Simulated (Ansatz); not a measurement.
Below is the output of a Python script on Ansatz 0.2.0 through its Python package that makes a ladder of basis sets of CH₄GeO, SMILES [CH2]1[O][GeH2]1. Write a script that gives it. Use (for the species named): B3LYP, def2-SVP basis, multiplicity 1, D3BJ dispersion. The script varies basis: def2-SVP, def2-SVPD, def2-TZVP, def2-TZVPP.

```yaml
atoms:
  - { symbol: C, position_ang: [-0.5250, -0.4828, -0.6713] }
  - { symbol: O, position_ang: [-0.8101, -0.5836, 0.6425] }
  - { symbol: Ge, position_ang: [0.6391, 0.5056, 0.4272] }
  - { symbol: H, position_ang: [-1.2709, 0.1991, -1.1799] }
  - { symbol: H, position_ang: [-0.1921, -1.3808, -1.1602] }
  - { symbol: H, position_ang: [0.2875, 1.9422, 0.9216] }
  - { symbol: H, position_ang: [1.9328, -0.2677, 0.9744] }
```

Running `python basis.py` prints:
```text
def2-SVP         80 orbitals  reference   -2192.366058 Ha  total   -2192.372932 Ha
def2-SVPD       113 orbitals  reference   -2192.379606 Ha  total   -2192.386480 Ha
def2-TZVP       134 orbitals  reference   -2192.771527 Ha  total   -2192.778402 Ha
def2-TZVPP      166 orbitals  reference   -2192.772934 Ha  total   -2192.779809 Ha
def2-SVP       lies   11.0717 eV above def2-TZVPP
def2-SVPD      lies   10.7030 eV above def2-TZVPP
def2-TZVP      lies    0.0383 eV above def2-TZVPP
def2-TZVPP     lies    0.0000 eV above def2-TZVPP
```

One script that gives this output:

`basis.py`:
```python
"""How the energy of CH4GeO converges with the basis."""

import ansatz as az


def main() -> None:
    molecule = (
        az.Crystal.molecule()
        .atom("C", [-0.525, -0.4828, -0.6713])
        .atom("O", [-0.8101, -0.5836, 0.6425])
        .atom("Ge", [0.6391, 0.5056, 0.4272])
        .atom("H", [-1.2709, 0.1991, -1.1799])
        .atom("H", [-0.1921, -1.3808, -1.1602])
        .atom("H", [0.2875, 1.9422, 0.9216])
        .atom("H", [1.9328, -0.2677, 0.9744])
    )

    base = molecule.calculation().functional("B3LYP", dispersion="d3bj")

    energies = {}
    for basis in ["def2-SVP", "def2-SVPD", "def2-TZVP", "def2-TZVPP"]:
        summary = base.basis(gaussian=basis).run(threads=1, backend="cpu").report
        size = summary["n_frozen"] + summary["n_occupied"][0] + summary["n_virtual"][0]
        energies[basis] = (summary["reference_energy_ev"] / 27.211386246, summary["free_energy_ev"] / 27.211386246)
        print(f"{basis:14s} {size:4d} orbitals  reference {energies[basis][0]:14.6f} Ha  total {energies[basis][1]:14.6f} Ha")

    last = energies["def2-TZVPP"][1]
    for basis, (_, total) in energies.items():
        print(f"{basis:14s} lies {27.211386 * (total - last):9.4f} eV above def2-TZVPP")


if __name__ == "__main__":
    main()
```

Against def2-SVP: def2-SVPD -13.5 mHa, def2-TZVP -405.5 mHa and def2-TZVPP -406.9 mHa. The last step alone is -1.41 mHa (these two sets differ little on atoms other than hydrogen). From the first set to the last the time grows from 2.1 to 4.5 s.

What to keep in mind:
- The drop along the ladder measures the basis error, and is no property of the molecule.
- The geometry is a force-field or estimated start, not a minimum of this method, and the last set is no limit. Much of the fall in a total is atomic energy, which cancels in bond and reaction energies.
- Total less reference energy is the dispersion correction.
- b3lyp holds the VWN-RPA fit, as in Gaussian; the form of ORCA and Turbomole is b3lyp5.
- Finished in 14 s on 1 thread of Arm Neoverse V2, with other jobs on the host, peak memory 0.37 GiB.
